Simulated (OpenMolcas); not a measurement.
**Ce²⁺ among point charges: CASSCF and CASPT2 levels and susceptibility**

Aim: the splitting of the states of Ce²⁺ in the field of 8 point charges, its lowest levels with spin-orbit coupling and its magnetic susceptibility.

Program: OpenMolcas 26.06. Level of theory: state-averaged CASSCF and CASPT2, spin-orbit coupling by RASSI with atomic mean-field integrals. These are calculated values, not measurements, unless marked.

**1. What is computed**

```
Species                           : Ce²⁺ (cerium, Z = 58, 56 electrons)
Basis                             : ANO-RCC-VDZP [7s6p4d2f1g], 68 functions
Scalar Hamiltonian                : DKH2, point nucleus
Inactive shells                   : 1s 2s 2p 3s 3p 3d 4s 4p 4d 5s 5p
Active space                      : 2 electrons in 7 orbitals (4f)
Some configurations of this space : 4f²
Orbitals                          : optimised for the highest spin of each parity, averaged over all roots
```

The outer shells:

4f2
```
4f [↑ ][↑ ][  ][  ][  ][  ][  ]
```

The ion sits among 8 point charges of -1 e arranged as a hexagonal bipyramid (D6h), 3.21 Å from the ion, with the axial distance 3.306 Å.

Each step is its own input file, run in one work folder so that later steps find the files of earlier ones. Labels, J, g values, rates, χT and fits are worked out afterwards by a script from the matrices that RASSI stores. The input lists half of the charges; inversion (Group=XYZ) makes the rest.

**2. Basis and integrals**

a.inp reads:

```
&GATEWAY
Coord
1

Ce 0.0 0.0 0.0
Basis=ANO-RCC-VDZP
Group=XYZ
NoMove
AngMom=0.0 0.0 0.0
AMFI
XField
4 Angstrom 0
3.210000 0.000000 0.000000 -1.000000
1.605000 2.779942 0.000000 -1.000000
1.605000 -2.779942 0.000000 -1.000000
0.000000 0.000000 3.306300 -1.000000
&SEWARD
```

Launch:

```sh
$ OMP_NUM_THREADS=1 MOLCAS_MEM=2252 MOLCAS_PROJECT=a pymolcas a.inp > a.log
```

The program printed:

```text
Basis set label: CE.ANO-RCC...7S6P4D2F1G.

      Electronic valence basis set:
      ------------------
      Associated Effective Charge  58.000000 au
      Associated Actual Charge     58.000000 au
      Nuclear Model: Point charge

      Shell  nPrim  nBasis  Cartesian Spherical Contaminant
         s      25       7        X
         p      22       6        X
         d      15       4                 X
         f      11       2                 X
         g       4       1                 X
                  Relativistic Douglas-Kroll-Hess integrals:
                    - DKH order of Hamiltonian: 2
                    - DKH order of Properties : 0
                  Atomic mean-field integrals
```

**3. Reference wave functions, triplets of even parity, 21 roots**

a.inp reads:

```
&RASSCF
FileOrb=start.orb
Symmetry=1
Spin=3
nActEl=2 0 0
Inactive=15 12
Ras2=0 7
CIRoot=21 21 1
SDav=21
CIMx=300
Iter=120 100
PrWF=0.3
OrbListing=Nothing
MaxOrb=0
>>> COPY $Project.JobIph JOB001
```

start.orb holds the contracted functions of the basis, ordered by shell, or the orbitals of the step before.

The program printed, cut to the lines that bear on the results:

```text
[...]
      Number of active orbitals                  7
[...]
      Spin quantum number                      1.0
[...]
      Active orbitals                            0   7
[...]
      Number of CSFs                            21
      Number of root(s) required                21
[...]
      Convergence after 10 iterations
[...]
      Natural orbitals and occupation numbers for root  1
      sym 2:   0.015683   0.353277   0.631040   0.000000   0.631040   0.353277   0.015683
      Natural orbitals and occupation numbers for root  2
      sym 2:  -0.000000   0.378297   0.378297   0.016363   0.605339   0.605339   0.016363
      Natural orbitals and occupation numbers for root  3
      sym 2:   0.023459   0.360900   0.615640   0.023459   0.360900   0.615640  -0.000000
::    RASSCF root number  1 Total energy:  -8855.33629212
::    RASSCF root number  2 Total energy:  -8855.33598583
::    RASSCF root number  3 Total energy:  -8855.33598583
[...]
::    RASSCF root number 18 Total energy:  -8855.31123134
::    RASSCF root number 19 Total energy:  -8855.22986830
::    RASSCF root number 20 Total energy:  -8855.22986829
::    RASSCF root number 21 Total energy:  -8855.22573565
```

**4. CASSCF: singlets of even parity, 28 roots**

a.inp reads:

```
&RASSCF
FileOrb=start.orb
Symmetry=1
Spin=1
nActEl=2 0 0
Inactive=15 12
Ras2=0 7
CIRoot=28 28 1
SDav=28
CIMx=300
Iter=120 100
PrWF=0.3
OrbListing=Nothing
MaxOrb=0
CIOnly
>>> COPY $Project.JobIph JOB002
```

The program printed, cut to the lines that bear on the results:

```text
[...]
      Number of active orbitals                  7
[...]
      Spin quantum number                      0.0
[...]
      Active orbitals                            0   7
[...]
      Number of CSFs                            28
      Number of root(s) required                28
[...]
      Natural orbitals and occupation numbers for root  1
      sym 2:   0.101504   0.640219   0.014508   0.491104   0.014508   0.640218   0.097939
      Natural orbitals and occupation numbers for root  2
      sym 2:  -0.000000   0.394723   0.535698   0.069579   0.394723   0.535698   0.069579
      Natural orbitals and occupation numbers for root  3
      sym 2:   0.000000   0.398030   0.398030   0.068597   0.533373   0.533373   0.068597
::    RASSCF root number  1 Total energy:  -8855.30998225
::    RASSCF root number  2 Total energy:  -8855.30981441
::    RASSCF root number  3 Total energy:  -8855.30981441
[...]
::    RASSCF root number 25 Total energy:  -8855.23618183
::    RASSCF root number 26 Total energy:  -8855.23259217
::    RASSCF root number 27 Total energy:  -8855.23257471
::    RASSCF root number 28 Total energy:  -8855.10000243
```

CIOnly: the orbitals of an earlier block are kept, and only the CI is solved.

**5. State interaction with spin-orbit coupling**

a.inp reads:

```
&RASSI
NrOfJobIphs=2 21 27
1 2 3 4 5 6 7 8 9 10 11 12 13 14 15 16 17 18 19 20 21
1 2 3 4 5 6 7 8 9 10 11 12 13 14 15 16 17 18 19 20 21 22 23 24 25 26 27
IphNames
JOB001
JOB002
EJob
SpinOrbit
DIPRint=1.0
SOCoupling=1000.0
Subsets=2
Property=9
'ANGMOM' 1 'ANGMOM' 2 'ANGMOM' 3 'MLTPL  1' 1 'MLTPL  1' 2 'MLTPL  1' 3
'AMFI' 1 'AMFI' 2 'AMFI' 3
SOProperty=3
'ANGMOM' 1 'ANGMOM' 2 'ANGMOM' 3
```

The program printed, cut to the lines that bear on the results:

```text
SPIN-FREE ENERGIES:
  (Shifted by EMIN (a.u.) =      -8855.3362921217)
 SF State       Relative EMIN(au)   Rel lowest level(eV)    D:o, cm**(-1)      L_eff
     1             0.0000000000        0.0000000000              0.0000         5.0
     2             0.0003062914        0.0083346132             67.2232         5.0
     3             0.0003062914        0.0083346132             67.2232         5.0
     4             0.0010989905        0.0299050559            241.2005         5.0
     5             0.0010989905        0.0299050559            241.2005         5.0
     6             0.0019252671        0.0523891858            422.5473         5.0
     7             0.0022625102        0.0615660381            496.5636         5.0
     8             0.0030189704        0.0821503697            662.5874         5.0
     9             0.0030189704        0.0821503697            662.5874         5.0
    10             0.0032868085        0.0894386157            721.3711         5.0
[...]
Eigenvalues of complex Hamiltonian:
   -----------------------------------
  (Shifted by EMIN (a.u.) =      -8855.3362921217)
 SO State       Relative EMIN(au)   Rel lowest level(eV)    D:o, cm**(-1)     J-value
     1            -0.0086267247        0.0000000000              0.0000         4.0
     2            -0.0082723672        0.0096425605             77.7725         3.9
     3            -0.0082723670        0.0096425658             77.7725         3.9
     4            -0.0073642362        0.0343540643            277.0842         3.5
     5            -0.0073642360        0.0343540686            277.0842         3.5
     6            -0.0063700061        0.0614084419            495.2925         2.9
     7            -0.0061495540        0.0674072495            543.6761         2.9
     8            -0.0056682640        0.0805038188            649.3071         1.6
     9            -0.0056682640        0.0805038188            649.3071         1.6
    10            -0.0010410186        0.2064175798           1664.8701         5.0
    11            -0.0008161527        0.2125364927           1714.2224         4.9
[...]
```

These steps took 9.1 s in all on 1 thread of Arm Neoverse V1, shared host.

States without spin-orbit coupling:

```tsv
state	degeneracy	E (cm-1)	free-ion L (%)
triplet	1	0	H (100)
triplet	2	67	H (100)
triplet	2	241	H (100)
triplet	1	423	H (100)
triplet	1	497	H (99)
triplet	2	663	H (100)
triplet	2	721	H (100)
triplet	1	5259	F (100)
triplet	1	5312	F (99)
triplet	1	5338	F (100)
triplet	2	5428	F (100)
triplet	2	5500	F (100)
singlet	1	5774	G (100)
singlet	2	5811	G (100)
singlet	2	5922	G (100)
singlet	1	6056	G (100)
singlet	2	6097	G (100)
singlet	1	6165	G (100)
singlet	2	17741	D (100)
singlet	2	17857	D (100)
singlet	1	18263	D (99)
singlet	2	21162	I (100)
singlet	1	21164	I (100)
singlet	2	21186	I (100)
```

With spin-orbit coupling:

```csv
E (cm-1),Degeneracy,2S+1,J,abs mJ (%),g
0.0,1,3,4.00,0 (100),
77.8,2,3,4.00,1 (100),0.00 0.00 1.77
277.1,2,3,4.00,2 (100),0.00 0.00 3.43
495.3,1,3,4.01,3 (100),
543.7,1,3,4.00,3 (100),
649.3,2,3,4.00,4 (100),0.00 0.00 6.46
1665,1,3,4.99,0 (100),
1714,2,3,4.99,1 (100),0.00 0.00 2.02
1845,2,3,4.99,2 (100),0.00 0.00 4.06
2010,1,3,5.00,3 (100),
2047,1,3,4.99,3 (100),
2204,2,3,5.00,4 (100),0.00 0.00 8.30
2311,2,3,5.00,5 (100),0.00 0.00 10.34
3374,1,3,5.99,0 (100),
3419,2,3,5.99,1 (100),0.00 0.00 2.21
3539,2,3,5.98,2 (99),0.00 0.00 4.41
3676,1,3,5.98,3 (100),
3732,1,3,5.98,3 (100),
3879,2,3,5.99,4 (99),0.00 0.00 9.15
4026,2,3,6.00,5 (100),0.00 0.00 11.64
4078,1,3,6.00,6 (100),
4078,1,3,6.00,6 (100),
5887,2,3,2.02,2 (100),0.00 0.00 2.52
5942,1,3,2.01,0 (100),
```

The table of states holds 24 of 32 computed; the rest, higher up, is left out. Principal g values are given for doublets only; a zero marks a field direction without first-order Zeeman splitting.

Powder χT (cm³ K/mol): 0.06 at 2 K, 0.14 at 5 K, 0.28 at 10 K, 0.56 at 20 K, 1.10 at 50 K, 1.36 at 100 K, 1.46 at 150 K, 1.52 at 200 K, 1.55 at 250 K, 1.58 at 300 K.

Stevens parameters of the J = 4 multiplet, 649 cm⁻¹ wide (cm⁻¹): B20 = 1.317e+01, B40 = -6.971e-02, B60 = -3.701e-05, B66 = 9.274e-03.

**6. CASPT2: IPEA 0.25, imaginary shift 0.1 (closed shells correlated: 5s 5p)**

a.inp reads:

```
>>> COPY JOB001 $Project.JobIph
&CASPT2
Multistate=21 1 2 3 4 5 6 7 8 9 10 11 12 13 14 15 16 17 18 19 20 21
NoMult
Frozen=14 9
IPEA=0.25
Imaginary=0.1
MaxIter=60
WThr=0.0 0.3 0.05
PrWF=0.5
NoMix
>>> COPY JOB002 $Project.JobIph
&CASPT2
Multistate=27 1 2 3 4 5 6 7 8 9 10 11 12 13 14 15 16 17 18 19 20 21 22
23 24 25 26 27
NoMult
Frozen=14 9
IPEA=0.25
Imaginary=0.1
MaxIter=60
WThr=0.0 0.3 0.05
PrWF=0.5
NoMix
```

Launch:

```sh
$ OMP_NUM_THREADS=1 MOLCAS_MEM=2252 MOLCAS_PROJECT=a pymolcas a.inp > a.log
```

The program printed:

```text
Orbital specifications:
      -----------------------

      Symmetry species                           1   2
                                                ag  au
      Frozen orbitals                           14   9
      Inactive orbitals                          1   3
      Active orbitals                            0   7
      Secondary orbitals                        21  13
      Deleted orbitals                           0   0
      Number of basis functions                 36  32
Type of calculation                        SS-CASPT2
      Fock operator                              state-specific
      IPEA shift                                 0.25
      Real shift                                 0.00
      Imaginary shift                            0.10
      The input orbitals will be transformed to quasi-canonical
Reference energy:       -8855.3362921217
      E2 (Non-variational):      -0.2196952909
      Shift correction:          -0.0002993721
      E2 (Variational):          -0.2199946631
      Total energy:           -8855.5562867848
      Residual norm:              0.0000003792
      Reference weight:           0.92899
      Contributions to the CASPT2 correlation energy
      Active & Virtual Only:         -0.0064458743
      One Inactive Excited:          -0.0664150038
      Two Inactive Excited:          -0.1468344128
Reference energy:       -8855.3359858304
      E2 (Non-variational):      -0.2206119975
      Shift correction:          -0.0003100042
      E2 (Variational):          -0.2209220018
      Total energy:           -8855.5569078321
      Residual norm:              0.0000001681
      Reference weight:           0.92805
      Contributions to the CASPT2 correlation energy
      Active & Virtual Only:         -0.0068678399
      One Inactive Excited:          -0.0669074548
      Two Inactive Excited:          -0.1468367029
::    CASPT2 Root  1     Total energy:  -8855.55628678
::    CASPT2 Root  2     Total energy:  -8855.55690783
::    CASPT2 Root  3     Total energy:  -8855.55690058
::    CASPT2 Root  4     Total energy:  -8855.55556559
::    CASPT2 Root  5     Total energy:  -8855.55555264
::    CASPT2 Root  6     Total energy:  -8855.55478186
::    CASPT2 Root  7     Total energy:  -8855.55438233
::    CASPT2 Root  8     Total energy:  -8855.55291782
::    CASPT2 Root  9     Total energy:  -8855.55290805
::    CASPT2 Root 10     Total energy:  -8855.55331907
::    CASPT2 Root 11     Total energy:  -8855.55331371
::    CASPT2 Root 12     Total energy:  -8855.53854029
::    CASPT2 Root 13     Total energy:  -8855.53811409
::    CASPT2 Root 14     Total energy:  -8855.53753337
::    CASPT2 Root 15     Total energy:  -8855.53862260
::    CASPT2 Root 16     Total energy:  -8855.53864092
::    CASPT2 Root 17     Total energy:  -8855.53744749
::    CASPT2 Root 18     Total energy:  -8855.53691499
::    CASPT2 Root 19     Total energy:  -8855.47028701
::    CASPT2 Root 20     Total energy:  -8855.47028695
::    CASPT2 Root 21     Total energy:  -8855.46117283
Orbital specifications:
      -----------------------

      Symmetry species                           1   2
                                                ag  au
      Frozen orbitals                           14   9
      Inactive orbitals                          1   3
      Active orbitals                            0   7
      Secondary orbitals                        21  13
      Deleted orbitals                           0   0
      Number of basis functions                 36  32
Type of calculation                        SS-CASPT2
      Fock operator                              state-specific
      IPEA shift                                 0.25
      Real shift                                 0.00
      Imaginary shift                            0.10
      The input orbitals will be transformed to quasi-canonical
Reference energy:       -8855.3099822461
      E2 (Non-variational):      -0.2218041558
      Shift correction:          -0.0003629176
      E2 (Variational):          -0.2221670734
      Total energy:           -8855.5321493195
      Residual norm:              0.0000001781
      Reference weight:           0.92242
      Contributions to the CASPT2 correlation energy
      Active & Virtual Only:         -0.0095986551
      One Inactive Excited:          -0.0653401889
      Two Inactive Excited:          -0.1468653118
Reference energy:       -8855.3098144130
      E2 (Non-variational):      -0.2238271542
      Shift correction:          -0.0004609471
      E2 (Variational):          -0.2242881013
      Total energy:           -8855.5341025144
      Residual norm:              0.0000005501
      Reference weight:           0.92059
      Contributions to the CASPT2 correlation energy
      Active & Virtual Only:         -0.0105907182
      One Inactive Excited:          -0.0663229582
      Two Inactive Excited:          -0.1469134778
::    CASPT2 Root  1     Total energy:  -8855.53214932
::    CASPT2 Root  2     Total energy:  -8855.53410251
::    CASPT2 Root  3     Total energy:  -8855.53410512
::    CASPT2 Root  4     Total energy:  -8855.52943762
::    CASPT2 Root  5     Total energy:  -8855.52944687
::    CASPT2 Root  6     Total energy:  -8855.52816017
::    CASPT2 Root  7     Total energy:  -8855.53322378
::    CASPT2 Root  8     Total energy:  -8855.53337382
::    CASPT2 Root  9     Total energy:  -8855.52755633
::    CASPT2 Root 10     Total energy:  -8855.49249813
::    CASPT2 Root 11     Total energy:  -8855.49199156
::    CASPT2 Root 12     Total energy:  -8855.49103094
::    CASPT2 Root 13     Total energy:  -8855.49100590
::    CASPT2 Root 14     Total energy:  -8855.48786380
::    CASPT2 Root 15     Total energy:  -8855.46981193
::    CASPT2 Root 16     Total energy:  -8855.46982937
::    CASPT2 Root 17     Total energy:  -8855.47077861
::    CASPT2 Root 18     Total energy:  -8855.47260394
::    CASPT2 Root 19     Total energy:  -8855.47215427
::    CASPT2 Root 20     Total energy:  -8855.47281851
::    CASPT2 Root 21     Total energy:  -8855.47262138
::    CASPT2 Root 22     Total energy:  -8855.47213064
::    CASPT2 Root 23     Total energy:  -8855.47205361
::    CASPT2 Root 24     Total energy:  -8855.46800067
::    CASPT2 Root 25     Total energy:  -8855.46798305
::    CASPT2 Root 26     Total energy:  -8855.45761317
::    CASPT2 Root 27     Total energy:  -8855.45840378
```

Time for this run: 12 s (1 thread of Arm Neoverse V1, shared host).

SS-CASPT2: lowest energy less the reference's lowest, -0.2206 hartree; reference weights 0.908 to 0.929.

States without spin-orbit coupling:

```tsv
state	degeneracy	E (cm-1)	free-ion L (%)
triplet	2	0	H (100)
triplet	1	136	H (100)
triplet	2	295	H (100)
triplet	1	466	H (100)
triplet	1	553	H (99)
triplet	2	787	H (100)
triplet	2	876	H (100)
triplet	2	4010	F (100)
triplet	1	4030	F (100)
triplet	1	4124	F (99)
triplet	1	4251	F (100)
triplet	2	4329	F (100)
singlet	2	5004	G (100)
singlet	2	5181	G (100)
singlet	1	5433	G (100)
singlet	2	6027	G (100)
singlet	1	6309	G (100)
singlet	1	6441	G (100)
singlet	2	14191	D (100)
singlet	2	14460	D (100)
singlet	1	15153	D (99)
singlet	1	18455	I (100)
singlet	1	18498	I (100)
singlet	2	18551	I (100)
```

With spin-orbit coupling:

| E (cm-1) | Degeneracy | 2S+1 | J | abs mJ (%) | g |
| --- | --- | --- | --- | --- | --- |
| 0 | 1 | 3 | 4.00 | 0 (100) |  |
| 58 | 2 | 3 | 4.00 | 1 (100) | 0.00 0.00 1.74 |
| 290 | 2 | 3 | 4.01 | 2 (100) | 0.00 0.00 3.46 |
| 610 | 1 | 3 | 4.02 | 3 (100) |  |
| 680 | 1 | 3 | 4.01 | 3 (100) |  |
| 700 | 2 | 3 | 4.00 | 4 (100) | 0.00 0.00 6.40 |
| 1580 | 1 | 3 | 4.99 | 0 (100) |  |
| 1790 | 2 | 3 | 4.99 | 1 (100) | 0.00 0.00 1.98 |
| 1820 | 2 | 3 | 4.99 | 2 (100) | 0.00 0.00 4.08 |
| 2100 | 1 | 3 | 4.99 | 3 (100) |  |
| 2160 | 1 | 3 | 4.98 | 3 (100) |  |
| 2320 | 2 | 3 | 5.01 | 4 (100) | 0.00 0.00 8.44 |
| 2390 | 2 | 3 | 5.00 | 5 (100) | 0.00 0.00 10.30 |
| 3400 | 1 | 3 | 5.99 | 0 (100) |  |
| 3420 | 2 | 3 | 5.99 | 1 (100) | 0.00 0.00 2.28 |
| 3530 | 2 | 3 | 5.98 | 2 (99) | 0.00 0.00 4.33 |
| 3710 | 1 | 3 | 5.98 | 3 (100) |  |
| 3780 | 1 | 3 | 5.97 | 3 (100) |  |
| 3970 | 2 | 3 | 5.98 | 4 (99) | 0.00 0.00 9.05 |
| 4130 | 1 | 3 | 5.99 | 6 (100) |  |
| 4130 | 1 | 3 | 6.00 | 6 (100) |  |
| 4200 | 2 | 3 | 6.00 | 5 (100) | 0.00 0.00 11.67 |
| 4620 | 1 | 3 | 2.04 | 0 (100) |  |
| 4630 | 2 | 3 | 2.03 | 2 (100) | 0.00 0.00 2.56 |

Powder χT (cm³ K/mol): 0.08 at 2 K, 0.19 at 5 K, 0.38 at 10 K, 0.73 at 20 K, 1.20 at 50 K, 1.37 at 100 K, 1.45 at 150 K, 1.50 at 200 K, 1.53 at 250 K, 1.56 at 300 K.

**7. The methods side by side**

A. CASSCF
B. SS-CASPT2, IPEA 0.25, imaginary shift 0.1 (closed shells correlated: 5s 5p)

```tsv
method	ground state	first state of that spin (cm-1)	first gap with spin-orbit (cm-1)	χT at 300 K
A	triplet	triplet 67.22	77.8	1.58
B	triplet	triplet 135.5	57.9	1.56
```

**8. Summary of results**

| quantity | value |
| --- | --- |
| method | SS-CASPT2, IPEA 0.25, imaginary shift 0.1 (closed shells correlated: 5s 5p) |
| spin-free ground state | triplet, 2-fold in its orbital part |
| first state of the same spin within the active space | triplet at 136 cm⁻¹ |
| lowest level | 1-fold |
| next level | 57.9 cm⁻¹ |
| χT at 300 K | 1.56 cm³ K/mol |
| effective moment at 300 K | 3.54 μB |

Cost by method:

```tsv
method	time of its own steps	time with the reference
A. CASSCF	9.1 s	9.1 s
B. SS-CASPT2, IPEA 0.25, imaginary shift 0.1, +5s 5p	12 s	21 s
```

Times are of one thread on a shared host.

**Reading.** The spin-free ground state (triplet) comes to 100 % from free-ion H terms and keeps the highest spin of the shell. The singlets rest on orbitals optimised for another spin in at least one step, which raises them against the optimised states. Not all states of the active space went into the spin-orbit step. CASPT2 does not keep the components of a term degenerate, and the means are used. This is an electrostatic model: the charges have no orbitals.
